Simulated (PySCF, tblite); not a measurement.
# C₇H₇NO: geometry, infrared bands and NMR shifts

What infrared bands and NMR shifts should C₇H₇NO (`C=Cc1cnccc1O`) show?

The runs use tblite 0.8.0 and PySCF 2.14.0, with density-fitted response routines of our own; the level of theory stands in each step. All values are computed, except where a source is named. Atoms are numbered from 0 throughout.

## Step 1: The molecule as given

16 atoms, charge 0, multiplicity 1; geometry from: force field or distance geometry start.

Bonds of the start (Å): C0–C1 1.33, C1–C2 1.48, C2–C3 1.38, C3–N4 1.36, N4–C5 1.35, C5–C6 1.39, C6–C7 1.38, C7–O8 1.36, C7–C2 1.40, C0–H9 1.08, C0–H10 1.10, C1–H11 1.09, C3–H12 1.10, C5–H13 1.09, C6–H14 1.08, O8–H15 0.98.

## Step 2: Geometry optimisation with GFN2-xTB

The job: settings as JSON, then the geometry in Å.

```
{"job": {"kind": "relax", "xc": "GFN2-xTB", "basis": "xTB"}, "charge": 0, "multiplicity": 1}
C     -2.469600    -0.555500    -0.865100
C     -1.720700     0.213100    -0.079500
C     -0.278400    -0.046700     0.150500
C      0.161400    -1.258900     0.631300
N      1.457100    -1.561300     0.916800
C      2.353800    -0.579300     0.685200
C      2.026700     0.677400     0.202800
C      0.694900     0.937700    -0.063400
O      0.405100     2.172200    -0.564400
H     -2.084900    -1.406400    -1.403400
H     -3.536600    -0.333100    -0.995700
H     -2.145700     1.058100     0.455200
H     -0.537000    -2.074500     0.862100
H      3.394000    -0.835700     0.911600
H      2.783100     1.437000     0.044000
H     -0.510900     2.164700    -0.899600
```

Started as:

```bash
> OMP_NUM_THREADS=1 python probes_run.py task.json out
```

The driver reads the jobs from task.json and runs them one after another.

**Question.** This job is followed by: GFN2-xTB harmonic vibrations, gas phase; GIAO PBE0/pcSseg-1 NMR shielding, non-relativistic, gas phase. Predict these results of the whole session: strongest single infrared mode (GFN2-xTB); zero-point energy (GFN2-xTB); ¹³C shifts against TMS (PBE0/pcSseg-1); ¹H shifts against TMS (PBE0/pcSseg-1); ¹⁵N shifts against NH3 (PBE0/pcSseg-1); ¹⁷O shifts against H2O (PBE0/pcSseg-1).

The runs gave:

```
                                 quantity                                                value
strongest single infrared mode (GFN2-xTB)                                 441 cm⁻¹, 154 km/mol
             zero-point energy (GFN2-xTB)                                        76.2 kcal/mol
   ¹³C shifts against TMS (PBE0/pcSseg-1)  166.7, 157.3, 153.8, 133.4, 125.8, 123.8, 115.0 ppm
    ¹H shifts against TMS (PBE0/pcSseg-1)         8.88, 8.77, 6.99, 6.88, 6.21, 5.77, 5.28 ppm
   ¹⁵N shifts against NH3 (PBE0/pcSseg-1)                                            337.6 ppm
   ¹⁷O shifts against H2O (PBE0/pcSseg-1)                                            125.3 ppm
```

Over 74 steps the energy fell by 0.152 eV; of the close pairs, C3–N4 changed most, 1.361 to 1.317 Å. No mode is imaginary among the 42: a minimum at this level. The strongest single mode, at 441 cm⁻¹, moves mainly H15. Unscaled tight-binding wavenumbers are off by several per cent, some by more. Its intensities can rank the bands wrongly. At PBE0/pcSseg-1: The widest tensor belongs to N4: span 670 ppm, with a paramagnetic part of -402 ppm. NICS(1)zz of -25 ppm above the planar ring from C2 marks a diatropic (aromatic) ring current.
